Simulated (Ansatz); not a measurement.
**CH₅NSn + H₂: a complex and its separated parts, part 1 of 2**

The complex below is one end of an elementary step. How strongly is it bound against its free parts?

Program: Ansatz 0.2.0, Gaussian basis. Level of theory: PBE0-D4/def2-TZVP structures, single points in def2-TZVPP, no counterpoise correction. These are calculated values, not measurements.

Levels: SPW92, PBE-D4, BLYP-D4, r2SCAN-D4, B97M-V, PBE0-D4, B3LYP-D4, r2SCAN0-D4, BHLYP-D4, CAM-B3LYP-D4, wB97X-V, wB97M-V, B2PLYP, PBE-QIDH, RPA on PBE, Hartree-Fock, MP2, CCSD, CCSD(T).

Correlated methods freeze the cores. Filled d shells of the heavier atoms are correlated. Core potentials replace the inner electrons past krypton, and spin-orbit coupling is left out. B3LYP uses VWN-RPA correlation. B2PLYP carries no dispersion term here.

50 further runs of the same task are left out: 50 set aside as unsound or not needed. Runs told in other sessions of the task aren't counted.

### 1 Where the work starts

The complex: 10 atoms, charge 0, spin multiplicity 1.

Atoms are counted from 1 here; the program's logs count them from 0.

Bond lengths: Sn1–N3 1.893 Å, Sn1–H6 1.694 Å, Sn1–H7 1.714 Å, H2–H5 0.751 Å, N3–C4 1.442 Å, C4–H8 1.098 Å, C4–H9 1.100 Å, C4–H10 1.098 Å. Angles: N3–Sn1–H6 118.1°, N3–Sn1–H7 126.8°, H6–Sn1–H7 115.1°, Sn1–N3–C4 121.9°, N3–C4–H8 109.2°, N3–C4–H9 117.3°, N3–C4–H10 109.3°, H8–C4–H9 107.2°, H8–C4–H10 106.0°, H9–C4–H10 107.2°.

Coordinates:

```xyz
10
charge 0, multiplicity 1
Sn   -1.3537   -1.1717    0.7086
H     2.4218    0.0995    0.7964
N     0.1209   -0.2971   -0.0944
C    -0.0515    0.8294   -0.9786
H     3.0875    0.3529    1.0336
H    -1.0416   -2.4865    1.7307
H    -3.0112   -0.7815    0.5096
H     0.5183    1.6844   -0.5900
H    -1.0790    1.1773   -1.1593
H     0.3886    0.5930   -1.9568
```

Its parts: CH₅NSn holds atoms 1, 3, 4, 6, 7, 8, 9, 10; H₂ holds atoms 2, 5. Each part counts its atoms afresh in its own runs.

### 2 Relaxing CH₅NSn alone

Contents of relax-a/in.yaml:

```yaml
crystal:
  periodic: [false, false, false]
  atoms:
    - {symbol: Sn, position_ang: [-1.353662, -1.171673, 0.708642]}
    - {symbol: N, position_ang: [0.120875, -0.297074, -0.094374]}
    - {symbol: C, position_ang: [-0.051475, 0.829449, -0.978619]}
    - {symbol: H, position_ang: [-1.041627, -2.486453, 1.730742]}
    - {symbol: H, position_ang: [-3.011198, -0.781459, 0.509575]}
    - {symbol: H, position_ang: [0.518306, 1.684448, -0.590013]}
    - {symbol: H, position_ang: [-1.079014, 1.177341, -1.159277]}
    - {symbol: H, position_ang: [0.388552, 0.592956, -1.956785]}
basis:
  gaussian: {orbitals: def2-TZVP}
hamiltonian: {xc: pbe0, dispersion: d4}
relax: {f_tol: 0.005, max_steps: 200}
```

Run with:

```console
$ ansatz run in.yaml --threads 4 --pin off --events-out ev --progress --plain --max-ram 9574MiB
```

Output, cut to the lines that bear on the results:

```text
Functional definition: PBE0
  name "PBE0"
  cite "Adamo & Barone, J. Chem. Phys. 110, 6158 (1999) doi:10.1063/1.478522"
  cite "Perdew, Burke & Ernzerhof, Phys. Rev. Lett. 77, 3865 (1996) doi:10.1103/PhysRevLett.77.3865"
  parent pbe
[...]
1016 factors; their error is unknown
[...]
mean field -8435.34077638 eV, -309.9930558525 hartree, gradient 2.4e-5 eV, S^2 0.000000; 0 other end points of the search recorded, 0 dependent functions left out
[...]
reference -8435.34081279 eV, -309.9930571908 hartree; 20, 20 occupied and 122, 122 virtual orbitals, 1016 factors
[...]
Atom 0 at    -1.353124    -1.171294     0.705627 Å, force    -0.003311    -0.001965     0.002931 eV/Å
Atom 1 at     0.123549    -0.298189    -0.095372 Å, force     0.001184    -0.001731    -0.001686 eV/Å
Atom 2 at    -0.051449     0.828435    -0.978972 Å, force     0.001669    -0.000050    -0.000216 eV/Å
Atom 3 at    -1.043192    -2.486968     1.728427 Å, force    -0.000113     0.000848    -0.000509 eV/Å
Atom 4 at    -3.012432    -0.778491     0.517846 Å, force     0.002282     0.000500    -0.000084 eV/Å
Atom 5 at     0.512616     1.685634    -0.587120 Å, force    -0.001304     0.001264     0.000458 eV/Å
Atom 6 at    -1.079377     1.173255    -1.165034 Å, force    -0.001018     0.000521    -0.000787 eV/Å
Atom 7 at     0.394165     0.595153    -1.955512 Å, force     0.000611     0.000612    -0.000108 eV/Å
Dipole moment:    -0.460896    -0.076194     0.093309 e Å
```

Wall time 5 s (4 threads of Arm Neoverse V2, shared host).

The steps of the relaxation:

| step | energy from step 1 (eV) | largest force component (eV/Å) |
| --- | --- | --- |
| 1 | 0.0000 | 0.0262 |
| 2 | -0.0001 | 0.0119 |
| 3 | -0.0001 | 0.0033 |

Distances of close pairs at the start and the end, largest changes first:

| bond | before (Å) | after (Å) | change (Å) |
| --- | --- | --- | --- |
| Sn1–H5 | 1.714 | 1.715 | +0.001 |
| Sn1–H4 | 1.694 | 1.695 | +0.001 |
| C3–H7 | 1.100 | 1.100 | +0.000 |
| Sn1–N2 | 1.893 | 1.893 | +0.000 |
| C3–H8 | 1.098 | 1.098 | +0.000 |
| C3–H6 | 1.098 | 1.098 | -0.000 |
| N2–C3 | 1.442 | 1.442 | +0.000 |

### 3 Relaxing H₂ alone

Contents of relax-b/in.yaml:

```yaml
crystal:
  periodic: [false, false, false]
  atoms:
    - {symbol: H, position_ang: [2.421763, 0.099547, 0.796378]}
    - {symbol: H, position_ang: [3.087478, 0.352917, 1.033630]}
basis:
  gaussian: {orbitals: def2-TZVP}
hamiltonian: {xc: pbe0, dispersion: d4}
relax: {f_tol: 0.005, max_steps: 200}
```

Run with:

```console
$ ansatz run in.yaml --threads 4 --pin off --events-out ev --progress --plain --max-ram 9574MiB
```

Output, cut to the lines that bear on the results:

```text
[... 5 set-up lines as earlier in the session ...]
[...]
88 factors; their error is unknown
[...]
mean field -31.78826328 eV, -1.1681971285 hartree, gradient 1.7e-5 eV, S^2 0.000000; 0 other end points of the search recorded, 0 dependent functions left out
[...]
reference -31.78866849 eV, -1.1682120198 hartree; 1, 1 occupied and 11, 11 virtual orbitals, 88 factors
Total energy: -31.79027505 eV, -1.1682710600 hartree
Atom 0 at     2.423793     0.100320     0.797102 Å, force     0.002485     0.000946     0.000886 eV/Å
Atom 1 at     3.085448     0.352144     1.032906 Å, force    -0.002485    -0.000946    -0.000886 eV/Å
Dipole moment:     0.000000    -0.000000    -0.000000 e Å
```

Run time: 0.1 s. Hardware: 4 threads of Arm Neoverse V2, shared host.

Along the way:

| step | energy from step 1 (eV) | largest force component (eV/Å) |
| --- | --- | --- |
| 1 | 0.0000 | 0.1470 |
| 2 | -0.0004 | 0.0025 |

The bond:

| bond | before (Å) | after (Å) | change (Å) |
| --- | --- | --- | --- |
| H1–H2 | 0.751 | 0.746 | -0.005 |

### 4 SPW92/def2-TZVPP

Contents of parta/in.yaml:

```yaml
crystal:
  periodic: [false, false, false]
  atoms:
    - {symbol: Sn, position_ang: [-1.353124, -1.171294, 0.705627]}
    - {symbol: N, position_ang: [0.123549, -0.298189, -0.095372]}
    - {symbol: C, position_ang: [-0.051449, 0.828435, -0.978972]}
    - {symbol: H, position_ang: [-1.043192, -2.486968, 1.728427]}
    - {symbol: H, position_ang: [-3.012432, -0.778491, 0.517846]}
    - {symbol: H, position_ang: [0.512616, 1.685634, -0.587120]}
    - {symbol: H, position_ang: [-1.079377, 1.173255, -1.165034]}
    - {symbol: H, position_ang: [0.394165, 0.595153, -1.955512]}
basis:
  gaussian: {orbitals: def2-TZVPP}
hamiltonian: {xc: lda}
```

Contents of partb/in.yaml:

```yaml
crystal:
  periodic: [false, false, false]
  atoms:
    - {symbol: H, position_ang: [2.423793, 0.100320, 0.797102]}
    - {symbol: H, position_ang: [3.085448, 0.352144, 1.032906]}
basis:
  gaussian: {orbitals: def2-TZVPP}
hamiltonian: {xc: lda}
```

Each run has its own folder and the same command.

Run with:

```console
$ ansatz run in.yaml --threads 4 --pin off --events-out ev --progress --plain --max-ram 9574MiB
```

Log of parta, cut to the lines that bear on the results:

```text
Functional definition: SPW92
  name "SPW92"
  cite "Dirac, Proc. Camb. Phil. Soc. 26, 376 (1930) doi:10.1017/S0305004100016108"
  cite "Slater, Phys. Rev. 81, 385 (1951) doi:10.1103/PhysRev.81.385"
  cite "Perdew & Wang, Phys. Rev. B 45, 13244 (1992) doi:10.1103/PhysRevB.45.13244"
[...]
1018 factors; their error is unknown
[...]
mean field -8406.45443948 eV, -308.9315025514 hartree, gradient 2.7e-5 eV, S^2 0.000000; 0 other end points of the search recorded, 0 dependent functions left out
reference -8406.45448556 eV, -308.9315042450 hartree; 20, 20 occupied and 162, 162 virtual orbitals, 1018 factors
Total energy: -8406.45448556 eV, -308.9315042450 hartree
```

Log of partb, cut to the lines that bear on the results:

```text
[... 5 set-up lines as earlier in the session ...]
[...]
118 factors; their error is unknown
[...]
mean field -30.93531737 eV, -1.1368519446 hartree, gradient 4.4e-5 eV, S^2 0.000000; 0 other end points of the search recorded, 0 dependent functions left out
reference -30.93533805 eV, -1.1368527046 hartree; 1, 1 occupied and 27, 27 virtual orbitals, 118 factors
Total energy: -30.93533805 eV, -1.1368527046 hartree
```

Wall times: 0.65 s (parta), 0.05 s (partb) on 4 threads of Arm Neoverse V2, shared host.

### 5 PBE-D4/def2-TZVPP

The same edit goes into each in.yaml of step 4 (parta, partb):

```diff
-hamiltonian: {xc: lda}
+hamiltonian: {xc: pbe, dispersion: d4}
```

One command serves all of them, each in its own folder.

Run with:

```console
$ ansatz run in.yaml --threads 4 --pin off --events-out ev --progress --plain --max-ram 9574MiB
```

Log of parta, cut to the lines that bear on the results:

```text
Functional definition: PBE
  name "PBE"
[... 2 set-up lines as earlier in the session ...]
[...]
1018 factors; their error is unknown
[...]
mean field -8435.13831229 eV, -309.9856154347 hartree, gradient 4.6e-5 eV, S^2 0.000000; 0 other end points of the search recorded, 0 dependent functions left out
reference -8435.13836179 eV, -309.9856172538 hartree; 20, 20 occupied and 162, 162 virtual orbitals, 1018 factors
Total energy: -8435.28097873 eV, -309.9908583296 hartree
```

Output in partb, cut to the lines that bear on the results:

```text
[... 4 set-up lines as earlier in the session ...]
[...]
118 factors; their error is unknown
[...]
mean field -31.73222702 eV, -1.1661378341 hartree, gradient 3.1e-5 eV, S^2 0.000000; 0 other end points of the search recorded, 0 dependent functions left out
reference -31.73224870 eV, -1.1661386307 hartree; 1, 1 occupied and 27, 27 virtual orbitals, 118 factors
Total energy: -31.73426793 eV, -1.1662128363 hartree
```

Wall times: 0.95 s (parta), 0.1 s (partb) on 4 threads of Arm Neoverse V2, shared host.

### 6 BLYP-D4/def2-TZVPP

Each input of step 5 (parta, partb) changes in the same lines:

```diff
-hamiltonian: {xc: pbe, dispersion: d4}
+hamiltonian: {xc: {name: BLYP}, dispersion: d4}
```

The same command starts each run, in its folder.

Run with:

```console
$ ansatz run in.yaml --threads 4 --pin off --events-out ev --progress --plain --max-ram 9574MiB
```

Output in parta, cut to the lines that bear on the results:

```text
Functional definition: BLYP
  name "BLYP"
  cite "Becke, Phys. Rev. A 38, 3098 (1988) doi:10.1103/PhysRevA.38.3098"
  cite "Lee, Yang & Parr, Phys. Rev. B 37, 785 (1988) doi:10.1103/PhysRevB.37.785"
[...]
1018 factors; their error is unknown
[...]
mean field -8436.09907830 eV, -310.0209229343 hartree, gradient 4.4e-5 eV, S^2 0.000000; 0 other end points of the search recorded, 0 dependent functions left out
reference -8436.09945415 eV, -310.0209367466 hartree; 20, 20 occupied and 162, 162 virtual orbitals, 1018 factors
Total energy: -8436.41467254 eV, -310.0325208085 hartree
```

partb printed, cut to the lines that bear on the results:

```text
[... 4 set-up lines as earlier in the session ...]
[...]
118 factors; their error is unknown
[...]
mean field -31.82604718 eV, -1.1695856615 hartree, gradient 8.3e-5 eV, S^2 0.000000; 0 other end points of the search recorded, 0 dependent functions left out
reference -31.82623961 eV, -1.1695927330 hartree; 1, 1 occupied and 27, 27 virtual orbitals, 118 factors
Total energy: -31.83113754 eV, -1.1697727286 hartree
```

Times: 0.95 s (parta), 0.1 s (partb) on 4 threads of Arm Neoverse V2, shared host.

### 7 r2SCAN-D4/def2-TZVPP

The same edit goes into each in.yaml of step 6 (parta, partb):

```diff
-hamiltonian: {xc: {name: BLYP}, dispersion: d4}
+hamiltonian: {xc: r2scan, dispersion: d4}
```

The same command starts each run, in its folder.

Run with:

```console
$ ansatz run in.yaml --threads 4 --pin off --events-out ev --progress --plain --max-ram 9574MiB
```

parta printed, cut to the lines that bear on the results:

```text
Functional definition: r2SCAN
  name "r2SCAN"
  cite "Furness, Kaplan, Ning, Perdew & Sun, J. Phys. Chem. Lett. 11, 8208 (2020) doi:10.1021/acs.jpclett.0c02405"
  cite "Furness, Kaplan, Ning, Perdew & Sun, J. Phys. Chem. Lett. 11, 9248 (2020) doi:10.1021/acs.jpclett.0c03077"
  parent r2scan
[...]
1018 factors; their error is unknown
[...]
mean field -8439.11082330 eV, -310.1316025217 hartree, gradient 1.6e-5 eV, S^2 0.000000; 0 other end points of the search recorded, 0 dependent functions left out
reference -8439.11083853 eV, -310.1316030814 hartree; 20, 20 occupied and 162, 162 virtual orbitals, 1018 factors
Total energy: -8439.14384746 eV, -310.1328161369 hartree
```

Log of partb, cut to the lines that bear on the results:

```text
[... 5 set-up lines as earlier in the session ...]
[...]
118 factors; their error is unknown
[...]
mean field -31.87204551 eV, -1.1712760688 hartree, gradient 4.1e-5 eV, S^2 0.000000; 0 other end points of the search recorded, 0 dependent functions left out
reference -31.87205213 eV, -1.1712763120 hartree; 1, 1 occupied and 27, 27 virtual orbitals, 118 factors
Total energy: -31.87255351 eV, -1.1712947376 hartree
```

Times: 1.9 s (parta), 0.25 s (partb) on 4 threads of Arm Neoverse V2, shared host.

### 8 B97M-V/def2-TZVPP

The same edit goes into each in.yaml of step 7 (parta, partb):

```diff
-hamiltonian: {xc: r2scan, dispersion: d4}
+hamiltonian: {xc: {name: B97M-V}}
```

One command serves all of them, each in its own folder.

Run with:

```console
$ ansatz run in.yaml --threads 4 --pin off --events-out ev --progress --plain --max-ram 9574MiB
```

parta printed, cut to the lines that bear on the results:

```text
Functional definition: B97M-V
  name "B97M-V"
  cite "Mardirossian & Head-Gordon, J. Chem. Phys. 142, 074111 (2015) doi:10.1063/1.4907719"
  cite "Becke, J. Chem. Phys. 107, 8554 (1997) doi:10.1063/1.475007"
  cite "Vydrov & Van Voorhis, J. Chem. Phys. 133, 244103 (2010) doi:10.1063/1.3521275"
  # Of w^i u^j: cxij and so on, Table III.
[...]
  gx(w, u) = cx00 + cx01*u + cx02*u^2 + (cx10 + cx11*u)*w
[...]
  gos(w, u) = cos00 + cos01*u + cos03*u^3 + cos10*w + cos32*w^3*u^2
[...]
      + integral(e_c_pw_mod_opposite_spin*gos(b97_w_opposite, b97_u_opposite)) + vv10(b, c)
1018 factors; their error is unknown
[...]
mean field -8438.33734688 eV, -310.1031777873 hartree, gradient 3.9e-5 eV, S^2 0.000000; 0 other end points of the search recorded, 0 dependent functions left out
reference -8438.33741689 eV, -310.1031803600 hartree; 20, 20 occupied and 162, 162 virtual orbitals, 1018 factors
Total energy: -8438.33741689 eV, -310.1031803600 hartree
```

partb printed, cut to the lines that bear on the results:

```text
[... 5 set-up lines as earlier in the session ...]
  # Of w^i u^j: cxij and so on, Table III.
[...]
  gx(w, u) = cx00 + cx01*u + cx02*u^2 + (cx10 + cx11*u)*w
  gss(w, u) = css00 + css02*u^2 + css10*w + (css32*w^3 + css42*w^4)*u^2
  gos(w, u) = cos00 + cos01*u + cos03*u^3 + cos10*w + cos32*w^3*u^2
[...]
      + integral(e_c_pw_mod_opposite_spin*gos(b97_w_opposite, b97_u_opposite)) + vv10(b, c)
118 factors; their error is unknown
[...]
mean field -31.90527782 eV, -1.1724973337 hartree, gradient 8.2e-6 eV, S^2 0.000000; 0 other end points of the search recorded, 0 dependent functions left out
reference -31.90530750 eV, -1.1724984245 hartree; 1, 1 occupied and 27, 27 virtual orbitals, 118 factors
Total energy: -31.90530750 eV, -1.1724984245 hartree
```

They took 4 s (parta), 0.15 s (partb) on 4 threads of Arm Neoverse V2, shared host.

### 9 PBE0-D4/def2-TZVPP

The same edit goes into each in.yaml of step 8 (parta, partb):

```diff
-hamiltonian: {xc: {name: B97M-V}}
+hamiltonian: {xc: pbe0, dispersion: d4}
+output: {orbitals: {seedname: orbitals}}
```

One command serves all of them, each in its own folder.

Run with:

```console
$ ansatz run in.yaml --threads 4 --pin off --events-out ev --progress --plain --max-ram 9574MiB
```

parta printed, cut to the lines that bear on the results:

```text
[... 5 set-up lines as earlier in the session ...]
[...]
1091 factors; their error is unknown
[...]
mean field -8435.37962181 eV, -309.9944833957 hartree, gradient 2.1e-5 eV, S^2 0.000000; 0 other end points of the search recorded, 0 dependent functions left out
reference -8435.37965826 eV, -309.9944847354 hartree; 20, 20 occupied and 162, 162 virtual orbitals, 1091 factors
Total energy: -8435.49949185 eV, -309.9988885384 hartree
```

Log of partb, cut to the lines that bear on the results:

```text
[... 5 set-up lines as earlier in the session ...]
[...]
118 factors; their error is unknown
[...]
mean field -31.79610663 eV, -1.1684853664 hartree, gradient 5.5e-5 eV, S^2 0.000000; 0 other end points of the search recorded, 0 dependent functions left out
reference -31.79612262 eV, -1.1684859541 hartree; 1, 1 occupied and 27, 27 virtual orbitals, 118 factors
Total energy: -31.79772918 eV, -1.1685449942 hartree
```

They took 1.1 s (parta), 0.1 s (partb) on 4 threads of Arm Neoverse V2, shared host.

### 10 B3LYP-D4/def2-TZVPP

Each input of step 9 (parta, partb) changes in the same lines:

```diff
-hamiltonian: {xc: pbe0, dispersion: d4}
-output: {orbitals: {seedname: orbitals}}
+hamiltonian: {xc: {name: B3LYP}, dispersion: d4}
```

The same command starts each run, in its folder.

Run with:

```console
$ ansatz run in.yaml --threads 4 --pin off --events-out ev --progress --plain --max-ram 9574MiB
```

Log of parta, cut to the lines that bear on the results:

```text
Functional definition: B3LYP
  name "B3LYP"
  cite "Stephens, Devlin, Chabalowski & Frisch, J. Phys. Chem. 98, 11623 (1994) doi:10.1021/j100096a001"
[... 2 set-up lines as earlier in the session ...]
  cite "Vosko, Wilk & Nusair, Can. J. Phys. 58, 1200 (1980) doi:10.1139/p80-159"
[...]
1062 factors; their error is unknown
[...]
mean field -8440.62439727 eV, -310.1872253390 hartree, gradient 4.1e-5 eV, S^2 0.000000; 0 other end points of the search recorded, 0 dependent functions left out
reference -8440.62467640 eV, -310.1872355969 hartree; 20, 20 occupied and 162, 162 virtual orbitals, 1062 factors
Total energy: -8440.85684499 eV, -310.1957676352 hartree
```

Output in partb, cut to the lines that bear on the results:

```text
[... 6 set-up lines as earlier in the session ...]
[...]
118 factors; their error is unknown
[...]
mean field -32.10922399 eV, -1.1799922171 hartree, gradient 4.6e-5 eV, S^2 0.000000; 0 other end points of the search recorded, 0 dependent functions left out
reference -32.10936609 eV, -1.1799974394 hartree; 1, 1 occupied and 27, 27 virtual orbitals, 118 factors
Total energy: -32.11251720 eV, -1.1801132404 hartree
```

They took 1.1 s (parta), 0.1 s (partb) on 4 threads of Arm Neoverse V2, shared host.

### 11 r2SCAN0-D4/def2-TZVPP

Each input of step 10 (parta, partb) changes in the same lines:

```diff
-hamiltonian: {xc: {name: B3LYP}, dispersion: d4}
+hamiltonian: {xc: {name: r2SCAN0}, dispersion: d4}
```

The same command starts each run, in its folder.

Run with:

```console
$ ansatz run in.yaml --threads 4 --pin off --events-out ev --progress --plain --max-ram 9574MiB
```

Log of parta, cut to the lines that bear on the results:

```text
Functional definition: r2SCAN0
  name "r2SCAN0"
  cite "Bursch, Neugebauer, Ehlert & Grimme, J. Chem. Phys. 156, 134105 (2022) doi:10.1063/5.0086040"
[... 3 set-up lines as earlier in the session ...]
[...]
1091 factors; their error is unknown
[...]
mean field -8437.80342165 eV, -310.0835563972 hartree, gradient 8.4e-6 eV, S^2 0.000000; 0 other end points of the search recorded, 0 dependent functions left out
reference -8437.80343378 eV, -310.0835568428 hartree; 20, 20 occupied and 162, 162 virtual orbitals, 1091 factors
Total energy: -8437.84281528 eV, -310.0850040862 hartree
```

partb printed, cut to the lines that bear on the results:

```text
[... 6 set-up lines as earlier in the session ...]
[...]
118 factors; their error is unknown
[...]
mean field -31.85186097 eV, -1.1705343008 hartree, gradient 1.4e-5 eV, S^2 0.000000; 0 other end points of the search recorded, 0 dependent functions left out
reference -31.85186610 eV, -1.1705344891 hartree; 1, 1 occupied and 27, 27 virtual orbitals, 118 factors
Total energy: -31.85240748 eV, -1.1705543844 hartree
```

Wall times: 2 s (parta), 0.25 s (partb) on 4 threads of Arm Neoverse V2, shared host.

### 12 BHLYP-D4/def2-TZVPP

The same edit goes into each in.yaml of step 11 (parta, partb):

```diff
-hamiltonian: {xc: {name: r2SCAN0}, dispersion: d4}
+hamiltonian: {xc: {name: BHLYP}, dispersion: d4}
```

Each run has its own folder and the same command.

Run with:

```console
$ ansatz run in.yaml --threads 4 --pin off --events-out ev --progress --plain --max-ram 9574MiB
```

Log of parta, cut to the lines that bear on the results:

```text
Functional definition: BHLYP
  name "BHLYP"
  cite "Becke, J. Chem. Phys. 98, 1372 (1993) doi:10.1063/1.464304"
[... 2 set-up lines as earlier in the session ...]
[...]
1169 factors; their error is unknown
[...]
mean field -8434.59063875 eV, -309.9654888033 hartree, gradient 4.7e-5 eV, S^2 0.000000; 0 other end points of the search recorded, 0 dependent functions left out
reference -8434.59082578 eV, -309.9654956764 hartree; 20, 20 occupied and 162, 162 virtual orbitals, 1169 factors
Total energy: -8434.77599272 eV, -309.9723004360 hartree
```

Output in partb, cut to the lines that bear on the results:

```text
[... 5 set-up lines as earlier in the session ...]
[...]
118 factors; their error is unknown
[...]
mean field -31.83804370 eV, -1.1700265254 hartree, gradient 5.6e-5 eV, S^2 0.000000; 0 other end points of the search recorded, 0 dependent functions left out
reference -31.83813926 eV, -1.1700300372 hartree; 1, 1 occupied and 27, 27 virtual orbitals, 118 factors
Total energy: -31.83988287 eV, -1.1700941135 hartree
```

Times: 1.1 s (parta), 0.1 s (partb) on 4 threads of Arm Neoverse V2, shared host.

(Continued in part 2 of 2.)
